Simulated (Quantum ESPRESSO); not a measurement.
Runs of Quantum ESPRESSO 7.5 on SnSe2. It takes space group P-3m1 (No. 164, trigonal). Conventional cell: a = 3.811 Å, b = 3.811 Å, c = 6.137 Å, α = 90.00°, β = 90.00°, γ = 120.00°. Sn (site symmetry -3m) is surrounded by 6 Se at 2.68 Å. Se (site symmetry 3m) is surrounded by 3 Sn at 2.68 Å. The cell was built by a generator and needn't be a form met in nature.

```csv
level,potentials or basis,cutoff (eV),smearing,form of the LDA correlation,gap on the mesh (eV),pressure (GPa)
optB86b-vdW,SSSP 1.3 efficiency PBE,816,gaussian 0.05 eV,-,0.53,0.0
optB88-vdW,SSSP 1.3 efficiency PBE,816,fermi-dirac 0.05 eV,-,0.50,0.0
vdW-DF-cx,SSSP 1.3 efficiency PBE,816,gaussian 0.05 eV,-,0.51,0.0
vdW-DF,SSSP 1.3 efficiency PBE,816,gaussian 0.05 eV,-,0.65,0.0
LDA,PseudoDojo 0.4.1 SR LDA standard,1170,gaussian 0.05 eV,PW92,(a),0.0
vdW-DF,SSSP 1.3 efficiency PBE,816,fermi-dirac 0.05 eV,-,0.65,0.0
vdW-DF-cx,SSSP 1.3 efficiency PBE,816,fermi-dirac 0.05 eV,-,0.51,0.0
rev-vdW-DF2,SSSP 1.3 efficiency PBE,816,fermi-dirac 0.05 eV,-,0.50,0.0
PBEsol,PseudoDojo 0.4.1 SR PBEsol standard,1170,fermi-dirac 0.05 eV,-,0.57,0.0
rev-vdW-DF2,SSSP 1.3 efficiency PBE,816,gaussian 0.05 eV,-,0.50,0.0
optB86b-vdW,SSSP 1.3 efficiency PBE,816,fermi-dirac 0.05 eV,-,0.53,0.0
vdW-DF2,SSSP 1.3 efficiency PBE,816,gaussian 0.05 eV,-,0.12,0.0
```

Alike in all rows: task relaxation of cell and atoms; no spin polarisation; cell relaxed to 0.3 kbar; k mesh 8 × 8 × 5.

Estimate the missing entries.

(a) 0.29.

Caveats: spin-orbit coupling is left out, which moves the levels of the heavy elements; an odd mesh through Γ misses points on the zone boundary, where band edges often lie; the potentials were made for another functional, which shifts forces and pressure (some runs); this functional lacks dispersion, which binds the layers, so the pressure and a relaxed spacing across them are unreliable (some runs).

A k mesh can miss the band edges, and the runs leave out spin-orbit coupling on Se, Sn.

The runs don't all hold the same shells in valence.

Runs at the PBE level aren't shown here.
